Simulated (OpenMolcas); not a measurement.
**Tc²⁺ among point charges: CASSCF levels and susceptibility**

How does a field of 6 point charges split the states of Tc²⁺, and what χT follows?

Program: OpenMolcas 26.06. Level of theory: state-averaged CASSCF, spin-orbit coupling by RASSI with atomic mean-field integrals. These are calculated values, not measurements, unless marked.

1 further run of the same task is left out (it didn't finish).

## Step 1: Starting point

```
Species                           : Tc²⁺ (technetium, Z = 43, 41 electrons)
Basis                             : ANO-RCC-VTZP [7s6p4d2f1g], 68 functions
Scalar Hamiltonian                : DKH2, point nucleus
Inactive shells                   : 1s 2s 2p 3s 3p 3d 4s 4p
Active space                      : 5 electrons in 5 orbitals (4d)
Some configurations of this space : 4d5
Orbitals                          : optimised for each spin and parity, averaged over all roots
```

The outer shells:

4d5
```
4d [↑ ][↑ ][↑ ][↑ ][↑ ]
```

The ion sits among 6 point charges of -1.5 e arranged as an octahedron (Oh), 2.03 Å from the ion. The active orbitals were held to one l.

Each step is its own input file, run in one work folder so that later steps find the files of earlier ones. Labels, J, g values, rates, χT and fits are worked out afterwards by a script from the matrices that RASSI stores. The input lists half of the charges; inversion (Group=XYZ) makes the rest.

## Step 2: Basis and integrals

a.inp

```
&GATEWAY
Coord
1

Tc 0.0 0.0 0.0
Basis=ANO-RCC-VTZP
Group=XYZ
NoMove
AngMom=0.0 0.0 0.0
AMFI
XField
3 Angstrom 0
2.030000 0.000000 0.000000 -1.500000
0.000000 2.030000 0.000000 -1.500000
0.000000 0.000000 2.030000 -1.500000
&SEWARD
```

## Step 3: Reference wave functions, sextets of even parity, 1 root

a.inp

```
&RASSCF
FileOrb=start.orb
Symmetry=1
Spin=6
nActEl=5 0 0
Inactive=9 9
Ras2=5 0
CIRoot=1 1 1
SDav=1
CIMx=300
Iter=120 100
PrWF=0.3
OrbListing=Nothing
MaxOrb=0
SupSym
1
20 4 5 6 7 8 10 11 12 13 14 18 19 20 21 22 23 24 25 26 27
0
>>> COPY $Project.JobIph JOB001
```

start.orb holds the contracted functions of the basis, ordered by shell, or the orbitals of the step before.

## Step 4: CASSCF: quartets of even parity, 24 roots

a.inp

```
&RASSCF
FileOrb=start.orb
Symmetry=1
Spin=4
nActEl=5 0 0
Inactive=9 9
Ras2=5 0
CIRoot=24 24 1
SDav=24
CIMx=300
Iter=120 100
PrWF=0.3
OrbListing=Nothing
MaxOrb=0
SupSym
1
20 4 5 6 7 8 10 11 12 13 14 18 19 20 21 22 23 24 25 26 27
0
>>> COPY $Project.JobIph JOB002
```

## Step 5: CASSCF: doublets of even parity, 75 roots

a.inp

```
&RASSCF
FileOrb=start.orb
Symmetry=1
Spin=2
nActEl=5 0 0
Inactive=9 9
Ras2=5 0
CIRoot=75 75 1
SDav=75
CIMx=300
Iter=120 100
PrWF=0.3
OrbListing=Nothing
MaxOrb=0
SupSym
1
20 4 5 6 7 8 10 11 12 13 14 18 19 20 21 22 23 24 25 26 27
0
>>> COPY $Project.JobIph JOB003
```

## Step 6: State interaction with spin-orbit coupling

a.inp

```
&RASSI
NrOfJobIphs=3 1 24 75
1
1 2 3 4 5 6 7 8 9 10 11 12 13 14 15 16 17 18 19 20 21 22 23 24
1 2 3 4 5 6 7 8 9 10 11 12 13 14 15 16 17 18 19 20 21 22 23 24 25 26 27
28 29 30 31 32 33 34 35 36 37 38 39 40 41 42 43 44 45 46 47 48 49 50 51
52 53 54 55 56 57 58 59 60 61 62 63 64 65 66 67 68 69 70 71 72 73 74 75
IphNames
JOB001
JOB002
JOB003
EJob
SpinOrbit
DIPRint=1.0
SOCoupling=1000.0
Subsets=2
Property=9
'ANGMOM' 1 'ANGMOM' 2 'ANGMOM' 3 'MLTPL  1' 1 'MLTPL  1' 2 'MLTPL  1' 3
'AMFI' 1 'AMFI' 2 'AMFI' 3
SOProperty=3
'ANGMOM' 1 'ANGMOM' 2 'ANGMOM' 3
```

**Question.** What will these runs give? Wanted: spin-free ground state; lowest level; next level.

As calculated:

| quantity | value |
| --- | --- |
| method | CASSCF |
| spin-free ground state | 6A1, 1-fold in its orbital part |
| lowest level | 2-fold Γ7, g = 3.33, 3.33, 3.33 |
| next level | 0.3 cm⁻¹ |
| χT at 300 K | 4.37 cm³ K/mol |
| effective moment at 300 K | 5.91 μB |

**Reading.** The spin-free ground state (6A1) comes to 100 % from free-ion S terms and keeps the highest spin of the shell. χT at 300 K is 4.37, against 4.39 cm³ K/mol for the spin alone, as a half-filled shell (L = 0) has no orbital moment. An active space of the d shell alone favours high spin; real ions in strong fields can be low spin. A ligand-field fit to the states below 45000 cm-1 gives 10Dq = 10301 cm-1, B = 817 cm-1 and C = 3013 cm-1 (C/B = 3.69), with a deviation of 541 cm-1. The field of point charges can differ much from that of real complexes. With metal d orbitals alone active, the gaps between spin states are rough; where two lie within a few thousand cm-1, their order is open. This is an electrostatic model: the charges have no orbitals.
